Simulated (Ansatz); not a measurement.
Predict the output of the script below (the Python package of Ansatz (0.2.0)).

`s_transition.py`
```python
"""Pressure at which two phases of S cross."""

import logging
import sys
import warnings

import ansatz as az
import numpy as np

logging.basicConfig(stream=sys.stdout, format="[%(levelname)s] %(message)s")
log = logging.getLogger("ansatz_job")
log.setLevel(logging.INFO)


def diamond(a_site, a):
    return az.Crystal.diamond(a_site, a=a)


def bcc(a_site, a):
    return az.Crystal.bcc(a_site, a=a)


def compute(name, crystal, pressure=0.0):
    calc = crystal.calculation()
    calc = calc.functional("pbesol")
    calc = calc.scf(lower_state_search="light")
    calc = calc.basis(520).kpoints(spacing=0.39)
    calc = calc.occupations("cold", width=0.02)
    calc = calc.relax(force_tolerance=0.02, max_steps=40, cell=True, pressure=pressure)
    return calc.run(threads=1)


def volume_per_atom(outcome):
    return abs(np.linalg.det(outcome.lattice.cell_ang)) / len(outcome.lattice.sites)

warnings.simplefilter("ignore")

phases = {}
phases["diamond"] = diamond("S", 5.78)
phases["bcc"] = bcc("S", 3.33)

# enthalpy per atom at each pressure
pressures = [0, 10, 20, 30]
enthalpy, volume = {name: [] for name in phases}, {name: [] for name in phases}
for p in pressures:
    for name, crystal in phases.items():
        o = compute(name, crystal, pressure=p)
        volume[name].append(volume_per_atom(o))
        enthalpy[name].append(o.report["energy_sigma0_ev"] / len(o.lattice.sites) + p * volume[name][-1] / 160.21766)
gap = np.array(enthalpy["bcc"]) - np.array(enthalpy["diamond"])
rows = [(p, va, vb, 1000 * d) for p, va, vb, d in zip(pressures, volume["diamond"], volume["bcc"], gap)]
log.info("| P (GPa) | V diamond (A^3/atom) | V bcc (A^3/atom) | H(bcc) - H(diamond) (meV/atom) |")
log.info("| --- | --- | --- | --- |")
for row in rows:
    log.info(f"| {row[0]:d} | {row[1]:.3f} | {row[2]:.3f} | {row[3]:+.1f} |")
crossings = [p0 - g0 * (p1 - p0) / (g1 - g0) for p0, p1, g0, g1 in zip(pressures, pressures[1:], gap, gap[1:]) if g0 * g1 < 0]
print("crossing near", [round(float(p), 1) for p in crossings], "GPa") if crossings else print("no crossing in this range")
```

```console
$ python s_transition.py
[INFO] | P (GPa) | V diamond (A^3/atom) | V bcc (A^3/atom) | H(bcc) - H(diamond) (meV/atom) |
[INFO] | --- | --- | --- | --- |
[INFO] | 0 | 22.873 | 14.453 | -141.0 |
[INFO] | 10 | 19.852 | 13.388 | -598.2 |
[INFO] | 20 | 18.019 | 12.626 | -965.2 |
[INFO] | 30 | 16.450 | 12.039 | -1269.1 |
no crossing in this range
```

Notes:
- The settings weren't tested for convergence.
- At a fixed pressure a relaxation lowers the enthalpy F + PV, while F alone can rise.
- For the metals among these phases the mesh is modest: differences between phases can be off by up to 40 meV an atom.
- Only these two structures are compared, at zero temperature and with their symmetry kept; either may be hypothetical, and another phase may be lower than both. Differences under about 40 meV an atom lie within the error of mesh and functional.
- The cells are prototypes set up for this calculation and needn't exist.
- Hardware and time: 18 s on 1 thread of Arm Neoverse V1, with other jobs on the host, peak memory 0.37 GiB.
